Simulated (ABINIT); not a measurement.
AgAu:

```xyz
2
Lattice="2.9352 0.0000 0.0000 -1.4676 2.5419 0.0000 0.0000 0.0000 4.6969" Properties=species:S:1:pos:R:3 pbc="T T T"
Au    1.4676    0.8473    0.0000
Ag    0.0000    0.0000    2.3485
```

The cell comes from a database or a generator and needn't be the stable form of this composition.

```yaml
Program: ABINIT 10.8.3 (patched build)
Task: relaxation of cell and atoms
Functional: PBE
Potentials_or_basis: JTH PAW PBE v2.0
Cutoff: 544 eV
k_mesh: 10 × 10 × 6
Occupations: fermi-dirac, width 0.05 eV
Spin: no spin polarisation
```

At the start: pressure 3.1 GPa; volume 17.52 Å³/atom.

Problem. Where does the relaxation end?

Solution. Over 8 steps the energy falls by 5.5 meV/atom and the volume is 17.96 Å³/atom (+2.5 %); space group P-6m2 (No. 187, to 0.05 Å).

Step by step:
```
step  energy change (eV)  largest force (eV/Å)  pressure (GPa)  volume (Å³)
   1              0.0000                0.0000            3.09        35.04
   2             -0.0058                0.0000            1.89        35.38
   3             -0.0102                0.0000           -0.06        35.96
   4             -0.0104                0.0000           -0.19        36.00
   5             -0.0109                0.0000           -0.31        36.03
   6             -0.0111                0.0000           -0.16        35.98
   7             -0.0111                0.0000           -0.02        35.94
   8             -0.0111                0.0000            0.00        35.93
```

Final structure:
```
Au Ag
1.0
     2.94180    0.00000    0.00000
    -1.47090    2.54767    0.00000
     0.00000    0.00000    4.79400
Au Ag
1 1
Direct
  0.66667 0.33333 0.00000
  0.00000 0.00000 0.50000
```
